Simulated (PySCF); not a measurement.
# [TaO2Br2]−: other functionals and bases at one geometry

Aim: see how levels, charges and forces of [TaO2Br2]− depend on the level of theory. The structure is generated, not taken from experiment.

Program: PySCF 2.14.0. Level of theory: several levels, as the steps say, no spin–orbit coupling. These are calculated values, not measurements.

3 further runs of the same task are left out: 2 for a known fault of the program, 1 that didn't finish.

## (1) Starting geometry

5 atoms, charge -1, spin multiplicity 1.

Bond lengths: Ta1–O2 1.768 Å, Ta1–O3 1.768 Å, Ta1–Br4 2.562 Å, Ta1–Br5 2.562 Å. Angles: O2–Ta1–O3 106.2°, O2–Ta1–Br4 109.2°, O2–Ta1–Br5 109.2°, O3–Ta1–Br4 109.2°, O3–Ta1–Br5 109.2°, Br4–Ta1–Br5 113.4°.

Coordinates:

```xyz
5
charge -1, multiplicity 1
Ta    0.0000    0.0000    0.4552
O     0.9994    0.9994    1.5173
O    -0.9994   -0.9994    1.5173
Br    1.5146   -1.5146   -0.9509
Br   -1.5146    1.5146   -0.9509
```

Formal oxidation states: Ta +5. An earlier session relaxed this geometry at PBE, Ta def2-SVP with ECP60, O def2-SVP, Br def2-SVP (singlet, point group C2v).

At PBE on the finer grid: E = -5354.511430 Eh, HOMO -1.71 eV, LUMO 2.24 eV, Mulliken charge on Ta1 +0.59 e, largest force component 0.021 eV/Å. 

Levels to run: TPSS; BP86; HF; PBE0; PBE, TZVP; PBE, x2c-SVP. Hardware: 2 threads of Arm Neoverse V1, shared host.

## (2) TPSS

File run.py (the lines that set the calculation):

```python
mol = gto.M(atom='''
Ta     0.00000     0.00000     0.45520
O      0.99944     0.99944     1.51735
O     -0.99944    -0.99944     1.51735
Br     1.51459    -1.51459    -0.95091
Br    -1.51459     1.51459    -0.95091''',
    basis={'Ta': 'def2-SVP', 'O': 'def2-SVP', 'Br': 'def2-SVP'},
    ecp={'Ta': 'def2-SVP'},
    charge=-1, spin=0)
mf = dft.RKS(mol, xc='TPSS')
mf.grids.atom_grid = (75, 302)
mf = mf.density_fit()  # fitting sets: Ta def2-universal-JKFIT, O def2-universal-JKFIT, Br def2-universal-JKFIT
mf.conv_tol = 1e-08; mf.max_cycle = 55
mf.kernel(dm0)  # dm0: the density of the relaxed state
```

Run with:

```
$ OMP_NUM_THREADS=2 python run.py
```

The log of the run:

```text
init E= -5355.24878597419
  HOMO = -0.0700121496961595  LUMO = 0.0889660403477115  gap/eV = 4.32602
cycle= 1 E= -5355.24608189377  delta_E= 0.0027  |g|= 0.134  |ddm|= 0.207
  HOMO = -0.0500672064931263  LUMO = 0.0683940816276064  gap/eV = 3.22350
cycle= 2 E= -5355.16820350374  delta_E= 0.0779  |g|= 0.634  |ddm|= 0.519
  HOMO = -0.0697949124282979  LUMO = 0.0819548126108913  gap/eV = 4.12932
cycle= 3 E= -5355.24980083575  delta_E= -0.0816  |g|= 0.0214  |ddm|= 0.416
  HOMO = -0.0662988385775999  LUMO = 0.0845673863376891  gap/eV = 4.10528
cycle= 4 E= -5355.24989921541  delta_E= -9.84e-05  |g|= 0.0105  |ddm|= 0.0355
  HOMO = -0.0673613379462723  LUMO = 0.0838941682684504  gap/eV = 4.11587
cycle= 5 E= -5355.24992448771  delta_E= -2.53e-05  |g|= 0.00295  |ddm|= 0.0122
  HOMO = -0.0673494629475825  LUMO = 0.0839773522541173  gap/eV = 4.11781
cycle= 6 E= -5355.24992629789  delta_E= -1.81e-06  |g|= 0.000462  |ddm|= 0.00232
  HOMO = -0.0673617229274777  LUMO = 0.0839976416412478  gap/eV = 4.11870
cycle= 7 E= -5355.24992634958  delta_E= -5.17e-08  |g|= 6.55e-05  |ddm|= 0.000431
  HOMO = -0.0673663646433571  LUMO = 0.083998018330073  gap/eV = 4.11883
cycle= 8 E= -5355.24992635044  delta_E= -8.6e-10  |g|= 2.04e-05  |ddm|= 5.47e-05
  HOMO = -0.067366251142393  LUMO = 0.0839981760406113  gap/eV = 4.11884
Extra cycle  E= -5355.24992634901  delta_E= 1.43e-09  |g|= 8.47e-05  |ddm|= 7.22e-05
converged SCF energy = -5355.24992634901
```

Run time: 11 s. Hardware: 2 threads of Arm Neoverse V1, shared host.

It gives: E = -5355.249926 Eh, HOMO -1.83 eV, LUMO 2.29 eV, Mulliken charge on Ta1 +0.75 e, largest force component 0.049 eV/Å. 

## (3) BP86

run.py (the lines that set the calculation): that of step 2 with these lines changed.

```diff
@@ -9,3 +9,3 @@
     charge=-1, spin=0)
-mf = dft.RKS(mol, xc='TPSS')
+mf = dft.RKS(mol, xc='B88,P86')
 mf.grids.atom_grid = (75, 302)
```

Run with:

```
$ OMP_NUM_THREADS=2 python run.py
```

The log of the run:

```text
init E= -5356.0550990383
  HOMO = -0.067657764844312  LUMO = 0.0776130004750187  gap/eV = 3.95302
cycle= 1 E= -5356.05518183835  delta_E= -8.28e-05  |g|= 0.00898  |ddm|= 0.0713
  HOMO = -0.066282094293693  LUMO = 0.0768302677731026  gap/eV = 3.89429
cycle= 2 E= -5356.05492127478  delta_E= 0.000261  |g|= 0.0363  |ddm|= 0.0344
  HOMO = -0.0673591037071213  LUMO = 0.0777879634559053  gap/eV = 3.94965
cycle= 3 E= -5356.05519674943  delta_E= -0.000275  |g|= 0.00398  |ddm|= 0.0261
  HOMO = -0.0670014689020438  LUMO = 0.0778546366120282  gap/eV = 3.94174
cycle= 4 E= -5356.05520108639  delta_E= -4.34e-06  |g|= 0.00112  |ddm|= 0.00586
  HOMO = -0.0671628497755699  LUMO = 0.0777204548436781  gap/eV = 3.94248
cycle= 5 E= -5356.05520134302  delta_E= -2.57e-07  |g|= 0.000313  |ddm|= 0.00138
  HOMO = -0.0671402200588836  LUMO = 0.077752007375983  gap/eV = 3.94272
cycle= 6 E= -5356.05520136674  delta_E= -2.37e-08  |g|= 5.42e-05  |ddm|= 0.000319
  HOMO = -0.0671442045855523  LUMO = 0.0777531378398086  gap/eV = 3.94286
cycle= 7 E= -5356.05520136753  delta_E= -7.89e-10  |g|= 6.9e-06  |ddm|= 6.27e-05
  HOMO = -0.0671415728428296  LUMO = 0.0777536750716337  gap/eV = 3.94280
Extra cycle  E= -5356.0552013674  delta_E= 1.35e-10  |g|= 2.53e-05  |ddm|= 2.5e-05
converged SCF energy = -5356.0552013674
```

Wall time 7.4 s (2 threads of Arm Neoverse V1, shared host).

Read off: E = -5356.055201 Eh, HOMO -1.83 eV, LUMO 2.12 eV, Mulliken charge on Ta1 +0.60 e, largest force component 0.071 eV/Å. 

## (4) HF

run.py (the lines that set the calculation): that of step 3 with these lines changed.

```diff
@@ -9,4 +9,3 @@
     charge=-1, spin=0)
-mf = dft.RKS(mol, xc='B88,P86')
-mf.grids.atom_grid = (75, 302)
+mf = scf.RHF(mol)
 mf = mf.density_fit()  # fitting sets: Ta def2-universal-JKFIT, O def2-universal-JKFIT, Br def2-universal-JKFIT
```

Run with:

```
$ OMP_NUM_THREADS=2 python run.py
```

The log of the run:

```text
init E= -5350.41791126732
  HOMO = -0.25000638672971  LUMO = 0.242027083005329  gap/eV = 13.38891
cycle= 1 E= -5350.47728219748  delta_E= -0.0594  |g|= 0.311  |ddm|= 0.803
  HOMO = -0.247888888014056  LUMO = 0.187890753442475  gap/eV = 11.85817
cycle= 2 E= -5350.47272186009  delta_E= 0.00456  |g|= 0.329  |ddm|= 0.551
  HOMO = -0.266038558823249  LUMO = 0.220073121855159  gap/eV = 13.22777
cycle= 3 E= -5350.4953177815  delta_E= -0.0226  |g|= 0.047  |ddm|= 0.279
  HOMO = -0.263608997822256  LUMO = 0.221123523122027  gap/eV = 13.19024
cycle= 4 E= -5350.49572539282  delta_E= -0.000408  |g|= 0.0116  |ddm|= 0.0344
  HOMO = -0.264781119522629  LUMO = 0.220499741000168  gap/eV = 13.20516
cycle= 5 E= -5350.49576713983  delta_E= -4.17e-05  |g|= 0.00189  |ddm|= 0.0212
  HOMO = -0.264855583433673  LUMO = 0.220611444740216  gap/eV = 13.21023
cycle= 6 E= -5350.49577079194  delta_E= -3.65e-06  |g|= 0.000745  |ddm|= 0.00488
  HOMO = -0.264978076603653  LUMO = 0.220694564034907  gap/eV = 13.21583
cycle= 7 E= -5350.49577151982  delta_E= -7.28e-07  |g|= 0.000273  |ddm|= 0.00229
  HOMO = -0.265029287615668  LUMO = 0.220692335207322  gap/eV = 13.21716
cycle= 8 E= -5350.49577162658  delta_E= -1.07e-07  |g|= 9.8e-05  |ddm|= 0.000894
  HOMO = -0.265039800173891  LUMO = 0.220699535577166  gap/eV = 13.21764
cycle= 9 E= -5350.49577163971  delta_E= -1.31e-08  |g|= 3.63e-05  |ddm|= 0.000329
  HOMO = -0.265047544662681  LUMO = 0.220696536246221  gap/eV = 13.21777
cycle= 10 E= -5350.49577164124  delta_E= -1.53e-09  |g|= 1.09e-05  |ddm|= 0.000122
  HOMO = -0.265047409365815  LUMO = 0.220697804593657  gap/eV = 13.21780
Extra cycle  E= -5350.49577164132  delta_E= -7.28e-11  |g|= 7.11e-06  |ddm|= 2.09e-05
converged SCF energy = -5350.49577164132
```

It took 5.9 s on 2 threads of Arm Neoverse V1, shared host.

Result: E = -5350.495772 Eh, HOMO -7.21 eV, LUMO 6.01 eV, Mulliken charge on Ta1 +1.37 e, largest force component 3.486 eV/Å. 

## (5) PBE0

run.py (the lines that set the calculation): that of step 4 with these lines changed.

```diff
@@ -9,3 +9,4 @@
     charge=-1, spin=0)
-mf = scf.RHF(mol)
+mf = dft.RKS(mol, xc='PBE0')
+mf.grids.atom_grid = (75, 302)
 mf = mf.density_fit()  # fitting sets: Ta def2-universal-JKFIT, O def2-universal-JKFIT, Br def2-universal-JKFIT
```

Run with:

```
$ OMP_NUM_THREADS=2 python run.py
```

The log of the run:

```text
init E= -5354.61498748658
  HOMO = -0.125400484941648  LUMO = 0.117178439180806  gap/eV = 6.60091
cycle= 1 E= -5354.6138881112  delta_E= 0.0011  |g|= 0.178  |ddm|= 0.295
  HOMO = -0.105677333077141  LUMO = 0.0844032306632024  gap/eV = 5.17236
cycle= 2 E= -5354.5564784675  delta_E= 0.0574  |g|= 0.56  |ddm|= 0.534
  HOMO = -0.127027962974512  LUMO = 0.104119188289024  gap/eV = 6.28983
cycle= 3 E= -5354.62017762016  delta_E= -0.0637  |g|= 0.0408  |ddm|= 0.394
  HOMO = -0.121542648773492  LUMO = 0.107021746570958  gap/eV = 6.21955
cycle= 4 E= -5354.62043473262  delta_E= -0.000257  |g|= 0.00758  |ddm|= 0.0425
  HOMO = -0.122753966741403  LUMO = 0.106486749086051  gap/eV = 6.23796
cycle= 5 E= -5354.62045139132  delta_E= -1.67e-05  |g|= 0.00135  |ddm|= 0.0109
  HOMO = -0.122567779215442  LUMO = 0.106729380932141  gap/eV = 6.23949
cycle= 6 E= -5354.62045197325  delta_E= -5.82e-07  |g|= 0.0003  |ddm|= 0.00188
  HOMO = -0.122587575549579  LUMO = 0.106694681123805  gap/eV = 6.23909
cycle= 7 E= -5354.62045199367  delta_E= -2.04e-08  |g|= 6.24e-05  |ddm|= 0.000362
  HOMO = -0.122588123239218  LUMO = 0.106695264492386  gap/eV = 6.23912
cycle= 8 E= -5354.62045199464  delta_E= -9.71e-10  |g|= 1.1e-05  |ddm|= 7.36e-05
  HOMO = -0.122586454045422  LUMO = 0.10669410291164  gap/eV = 6.23904
Extra cycle  E= -5354.62045199452  delta_E= 1.19e-10  |g|= 2.83e-05  |ddm|= 3.12e-05
converged SCF energy = -5354.62045199452
```

It took 8.6 s on 2 threads of Arm Neoverse V1, shared host.

Read off: E = -5354.620452 Eh, HOMO -3.34 eV, LUMO 2.90 eV, Mulliken charge on Ta1 +0.81 e, largest force component 1.214 eV/Å. 

## (6) PBE, TZVP

Basis: Ta def2-TZVP with ECP60, O def2-TZVP, Br def2-TZVP. 

File run.py (the lines that set the calculation):

```python
mol = gto.M(atom='''
Ta     0.00000     0.00000     0.45520
O      0.99944     0.99944     1.51735
O     -0.99944    -0.99944     1.51735
Br     1.51459    -1.51459    -0.95091
Br    -1.51459     1.51459    -0.95091''',
    basis={'Ta': 'def2-TZVP', 'O': 'def2-TZVP', 'Br': 'def2-TZVP'},
    ecp={'Ta': 'def2-TZVP'},
    charge=-1, spin=0)
mf = dft.RKS(mol, xc='PBE')
mf.grids.atom_grid = (75, 302)
mf = mf.density_fit()  # fitting sets: Ta def2-universal-JKFIT, O def2-universal-JKFIT, Br def2-universal-JKFIT
mf.conv_tol = 1e-08; mf.max_cycle = 55
mf.kernel(dm0)  # dm0: free metal ions and neutral atoms
```

Run with:

```
$ OMP_NUM_THREADS=2 python run.py
```

The log of the run:

```text
init E= -5423.66442069228
  HOMO = 0.0634155307099846  LUMO = 0.103606126674771  gap/eV = 1.09364
cycle= 1 E= -5348.67422998388  delta_E=   75  |g|= 7.63  |ddm|= 4.19
  HOMO = -0.0640617054720258  LUMO = -0.0619716172325334  gap/eV = 0.05687
cycle= 2 E= -5285.40211106416  delta_E= 63.3  |g|= 11.5  |ddm|= 14.6
  HOMO = -0.234847145445329  LUMO = -0.133950455842376  gap/eV = 2.74554
cycle= 3 E= -5325.16719736805  delta_E= -39.8  |g|= 8.77  |ddm|= 15.1
  HOMO = -0.0326824813439675  LUMO = 0.0258928787543307  gap/eV = 1.59392
cycle= 4 E= -5352.78774473767  delta_E= -27.6  |g|=  3.5  |ddm|= 6.03
  HOMO = -0.0273874283701577  LUMO = -0.024670518343291  gap/eV = 0.07393
cycle= 5 E= -5345.96764919605  delta_E= 6.82  |g|= 6.44  |ddm|= 4.63
  HOMO = -0.0281823832820745  LUMO = 0.106509099052032  gap/eV = 3.66514
cycle= 6 E= -5354.78023279719  delta_E= -8.81  |g|= 1.47  |ddm|= 4.04
  HOMO = -0.140599675529443  LUMO = 0.0154446315250344  gap/eV = 4.24618
cycle= 7 E= -5355.16656440922  delta_E= -0.386  |g|= 0.77  |ddm|= 1.34
  HOMO = -0.0604823286434577  LUMO = 0.0869701589992304  gap/eV = 4.01239
cycle= 8 E= -5355.31457618148  delta_E= -0.148  |g|= 0.272  |ddm|= 0.827
  HOMO = -0.0671554880037839  LUMO = 0.0772139489295974  gap/eV = 3.92849
cycle= 9 E= -5355.33273350822  delta_E= -0.0182  |g|= 0.0642  |ddm|= 0.223
  HOMO = -0.0714079091885983  LUMO = 0.0716676463252541  gap/eV = 3.89328
cycle= 10 E= -5355.33359103245  delta_E= -0.000858  |g|= 0.0321  |ddm|= 0.0744
  HOMO = -0.0706437635103364  LUMO = 0.0719548761700912  gap/eV = 3.88031
cycle= 11 E= -5355.33379967707  delta_E= -0.000209  |g|= 0.0142  |ddm|= 0.0211
  HOMO = -0.0694043492695132  LUMO = 0.0721994434549774  gap/eV = 3.85324
cycle= 12 E= -5355.33383679917  delta_E= -3.71e-05  |g|= 0.00317  |ddm|= 0.00827
  HOMO = -0.069686830457462  LUMO = 0.0719776460790866  gap/eV = 3.85489
cycle= 13 E= -5355.33383876863  delta_E= -1.97e-06  |g|= 0.000744  |ddm|= 0.0024
  HOMO = -0.0697322707774767  LUMO = 0.071981985557115  gap/eV = 3.85624
cycle= 14 E= -5355.33383889884  delta_E= -1.3e-07  |g|= 6.26e-05  |ddm|= 0.000507
  HOMO = -0.069738928283971  LUMO = 0.0719773351454065  gap/eV = 3.85630
cycle= 15 E= -5355.3338388996  delta_E= -7.55e-10  |g|= 1.17e-05  |ddm|= 6.06e-05
  HOMO = -0.0697371257508357  LUMO = 0.0719764365758714  gap/eV = 3.85622
Extra cycle  E= -5355.33383889926  delta_E= 3.4e-10  |g|= 4.43e-05  |ddm|= 2.88e-05
converged SCF energy = -5355.33383889926
```

Run time: 22 s. Hardware: 2 threads of Arm Neoverse V1, shared host.

It gives: E = -5355.333839 Eh, HOMO -1.90 eV, LUMO 1.96 eV, Mulliken charge on Ta1 +1.10 e, largest force component 0.143 eV/Å. 

## (7) PBE, x2c-SVP

Basis: Ta x2c-SVPall, O x2c-SVPall, Br x2c-SVPall. All electrons are treated, with the spin-free X2C Hamiltonian.

File run.py (the lines that set the calculation):

```python
mol = gto.M(atom='''
Ta     0.00000     0.00000     0.45520
O      0.99944     0.99944     1.51735
O     -0.99944    -0.99944     1.51735
Br     1.51459    -1.51459    -0.95091
Br    -1.51459     1.51459    -0.95091''',
    basis={'Ta': 'x2c-SVPall', 'O': 'x2c-SVPall', 'Br': 'x2c-SVPall'},
    nucmod='G',
    charge=-1, spin=0)
mf = dft.RKS(mol, xc='PBE')
mf.grids.atom_grid = (99, 590)
mf = mf.density_fit()  # fitting sets: Ta AutoAux, O AutoAux, Br AutoAux
mf = mf.sfx2c1e()
mf.conv_tol = 1e-08; mf.max_cycle = 55
mf.kernel(dm0)  # dm0: free metal ions and neutral atoms
```

Run with:

```
$ OMP_NUM_THREADS=2 python run.py
```

The log of the run:

```text
init E= -21039.691946563
  HOMO = 0.0694578348602999  LUMO = 0.105131230734024  gap/eV = 0.97072
cycle= 1 E= -20959.284016616  delta_E= 80.4  |g|= 7.28  |ddm|= 5.18
  HOMO = 0.227856090406434  LUMO = 0.250659409394264  gap/eV = 0.62051
cycle= 2 E= -20688.7299283134  delta_E=  271  |g|=   26  |ddm|= 25.6
  HOMO = 0.0139343992253718  LUMO = 0.0393797385133023  gap/eV = 0.69240
cycle= 3 E= -20954.7478020807  delta_E= -266  |g|=  8.3  |ddm|= 22.5
  HOMO = 0.0528932000467748  LUMO = 0.0742097590194764  gap/eV = 0.58005
cycle= 4 E= -20962.0841198282  delta_E= -7.34  |g|= 4.08  |ddm|= 8.06
  HOMO = -0.00949424328576498  LUMO = 0.0546933663473919  gap/eV = 1.74663
cycle= 5 E= -20964.4632228607  delta_E= -2.38  |g|= 3.15  |ddm|= 5.17
  HOMO = -0.0640983268338964  LUMO = -0.000267952606348487  gap/eV = 1.73691
cycle= 6 E= -20965.503185925  delta_E= -1.04  |g|= 2.02  |ddm|= 1.29
  HOMO = 0.0035164036826707  LUMO = 0.0933729246295059  gap/eV = 2.44512
cycle= 7 E= -20965.9719046955  delta_E= -0.469  |g|= 1.15  |ddm|= 1.03
  HOMO = -0.0548740897131772  LUMO = 0.0698961230321409  gap/eV = 3.39517
cycle= 8 E= -20966.1965782395  delta_E= -0.225  |g|= 0.344  |ddm|= 0.671
  HOMO = -0.0632366254681749  LUMO = 0.073138657091258  gap/eV = 3.71096
cycle= 9 E= -20966.2183011951  delta_E= -0.0217  |g|= 0.0844  |ddm|= 0.248
  HOMO = -0.0680050715727507  LUMO = 0.0717260399167827  gap/eV = 3.80228
cycle= 10 E= -20966.2200029439  delta_E= -0.0017  |g|= 0.0148  |ddm|= 0.104
  HOMO = -0.0661854742435199  LUMO = 0.0731787403069539  gap/eV = 3.79229
cycle= 11 E= -20966.2200684648  delta_E= -6.55e-05  |g|= 0.00629  |ddm|= 0.0284
  HOMO = -0.0668914422010989  LUMO = 0.0726154797592002  gap/eV = 3.79618
cycle= 12 E= -20966.2200800361  delta_E= -1.16e-05  |g|= 0.00105  |ddm|= 0.00784
  HOMO = -0.0669514468978463  LUMO = 0.0726306133788608  gap/eV = 3.79822
cycle= 13 E= -20966.2200803035  delta_E= -2.67e-07  |g|= 0.000285  |ddm|= 0.00135
  HOMO = -0.0669593809252209  LUMO = 0.0726113512356275  gap/eV = 3.79791
cycle= 14 E= -20966.2200803236  delta_E= -2.01e-08  |g|= 6.6e-05  |ddm|= 0.000296
  HOMO = -0.0669571722708984  LUMO = 0.072612545019231  gap/eV = 3.79789
cycle= 15 E= -20966.2200803228  delta_E= 8.08e-10  |g|= 9.27e-05  |ddm|= 0.000101
  HOMO = -0.06695437260408  LUMO = 0.0726152818793633  gap/eV = 3.79788
Extra cycle  E= -20966.2200802876  delta_E= 3.52e-08  |g|= 0.000421  |ddm|= 0.000337
converged SCF energy = -20966.2200802876
```

It took 45 s on 2 threads of Arm Neoverse V1, shared host.

It gives: E = -20966.220080 Eh, HOMO -1.82 eV, LUMO 1.98 eV, Mulliken charge on Ta1 +0.39 e, largest force component 0.711 eV/Å. 

## (8) Results

| level | state | HOMO (eV) | gap (eV) | charge on Ta1 (e) | dipole (D) | largest force (eV/Å) | basis functions | time |
| --- | --- | --- | --- | --- | --- | --- | --- | --- |
| PBE (relaxed here) | singlet | -1.71 | 3.95 | 0.59 | 2.92 | 0.02 | 124 | 17 s |
| TPSS | singlet | -1.83 | 4.12 | 0.75 | 2.91 | 0.05 | 124 | 11 s |
| BP86 | singlet | -1.83 | 3.94 | 0.60 | 2.92 | 0.07 | 124 | 7.4 s |
| HF | singlet | -7.21 | 13.22 | 1.37 | 3.96 | 3.49 | 124 | 5.9 s |
| PBE0 | singlet | -3.34 | 6.24 | 0.81 | 3.14 | 1.21 | 124 | 8.6 s |
| PBE, TZVP | singlet | -1.90 | 3.86 | 1.10 | 2.88 | 0.14 | 198 | 22 s |
| PBE, x2c-SVP | singlet | -1.82 | 3.80 | 0.39 | 3.13 | 0.71 | 158 | 45 s |

Times are on 2 threads of Arm Neoverse V1, shared host; the first row also made further properties. The dipole of a charged species depends on the origin, so these sizes hold for this origin alone.

In one basis the HOMO–LUMO gap runs from 3.94 eV (BP86) to 13.22 eV (HF). The largest leftover force, 3.49 eV/Å with HF, stands at a geometry relaxed at another level. The Mulliken charge on Ta spans +0.39 to +1.37 e over the levels. Total energies of different levels can't be compared. Spin–orbit coupling is left out throughout.
